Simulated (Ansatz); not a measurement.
**CH₅GeO radical: up Jacob's ladder to CCSD(T)**

The task here is to estimate one member of a computed series from the others.

The runs use Ansatz 0.2.0, Gaussian basis; functionals in def2-TZVPP, the program's frozen cores in correlated methods.

Levels to be run: LDA (SPW92), PBE-D4, revPBE-D4, BLYP-D4, r2SCAN-D4, B97M-V, PBE0-D4, B3LYP-D4, r2SCANh-D4, r2SCAN0-D4, HSE06-D4, BHLYP-D4, CAM-B3LYP-D4, LC-ωPBE, ωB97X-V, ωB97M-V, B2PLYP, PBE-QIDH; CCSD(T)/def2-SVP; CCSD(T)/def2-TZVPP; MP2/def2-QZVPP; extrapolation to the limit; RPA on PBE.

## Structure used throughout

An earlier PBE0-D4 in a triple-zeta def2 set relaxation fixed the geometry.

SMILES `[CH3][GeH2][O]`, 8 atoms, charge 0, spin multiplicity 2.

Atoms are counted from 1 here; the program's logs count them from 0.

Bond lengths: C1–Ge2 1.949 Å, C1–H4 1.089 Å, C1–H5 1.089 Å, C1–H6 1.091 Å, Ge2–O3 1.797 Å, Ge2–H7 1.541 Å, Ge2–H8 1.541 Å. Angles: Ge2–C1–H4 109.9°, Ge2–C1–H5 109.9°, Ge2–C1–H6 109.1°, H4–C1–H5 109.5°, H4–C1–H6 109.2°, H5–C1–H6 109.2°, C1–Ge2–O3 103.1°, C1–Ge2–H7 112.5°, C1–Ge2–H8 112.5°, O3–Ge2–H7 108.9°, O3–Ge2–H8 108.9°, H7–Ge2–H8 110.6°.

Set-up of the first run:

in.yaml reads:

```yaml
crystal:
  periodic: [false, false, false]
  atoms:
    - {symbol: C, position_ang: [-0.579692, 0.781407, -0.327577]}
    - {symbol: Ge, position_ang: [0.510890, -0.749558, 0.187401]}
    - {symbol: O, position_ang: [1.125937, -0.282194, 1.810180]}
    - {symbol: H, position_ang: [0.035491, 1.679788, -0.365031]}
    - {symbol: H, position_ang: [-1.385039, 0.922604, 0.392447]}
    - {symbol: H, position_ang: [-1.007994, 0.597863, -1.314262]}
    - {symbol: H, position_ang: [1.707929, -0.964079, -0.758256]}
    - {symbol: H, position_ang: [-0.315522, -2.042932, 0.319296]}
basis:
  gaussian: {orbitals: def2-TZVPP}
magnetization: {spin_polarized: true, initial_magnetization: 1}
hamiltonian: {xc: lda}
output: {orbitals: {seedname: orbitals}}
```

The run is started by

```console
$ ansatz run in.yaml --threads 2 --pin off --events-out ev --progress --plain --max-ram 22528MiB --backend cpu
```

Steps of the session up to this table: LDA; PBE-D4 (GGA); revPBE-D4 (GGA); BLYP-D4 (GGA); r2SCAN-D4 (meta-GGA); B97M-V (meta-GGA); PBE0-D4 (hybrid); B3LYP-D4 (hybrid); r2SCANh-D4 (hybrid); r2SCAN0-D4 (hybrid); HSE06-D4 (hybrid); BHLYP-D4 (hybrid); CAM-B3LYP-D4 (range-separated); LC-ωPBE (range-separated); ωB97X-V (range-separated); ωB97M-V (range-separated); B2PLYP (double hybrid); PBE-QIDH (double hybrid).

One of the session's tables, all rows but one given; the rest of the session is left out.

| functional | HOMO (eV) | LUMO (eV) | gap (eV) |
| --- | --- | --- | --- |
| LDA (SPW92) | -6.28 | -6.18 | 0.10 |
| PBE-D4 | ? | ? | ? |
| revPBE-D4 | -6.28 | -5.48 | 0.79 |
| BLYP-D4 | -6.23 | -5.59 | 0.64 |
| r2SCAN-D4 | -6.78 | -4.93 | 1.85 |
| B97M-V | -6.95 | -4.91 | 2.04 |
| PBE0-D4 | -8.11 | -3.86 | 4.26 |
| B3LYP-D4 | -7.85 | -4.42 | 3.42 |
| r2SCANh-D4 | -7.44 | -4.29 | 3.15 |
| r2SCAN0-D4 | -8.39 | -3.32 | 5.06 |
| HSE06-D4 | -7.70 | -4.26 | 3.44 |
| BHLYP-D4 | -9.72 | -2.11 | 7.61 |
| CAM-B3LYP-D4 | -9.61 | -2.77 | 6.85 |
| LC-ωPBE | -11.01 | -1.28 | 9.73 |
| ωB97X-V | -10.64 | -1.64 | 9.00 |
| ωB97M-V | -10.52 | -1.67 | 8.85 |

Estimate the missing values for PBE-D4.

**Answer.** HOMO (eV): -6.31; LUMO (eV): -5.63; gap (eV): 0.68. In the column «HOMO (eV)» it lies between r2SCAN-D4 (-6.78) and LDA (SPW92) (-6.28).
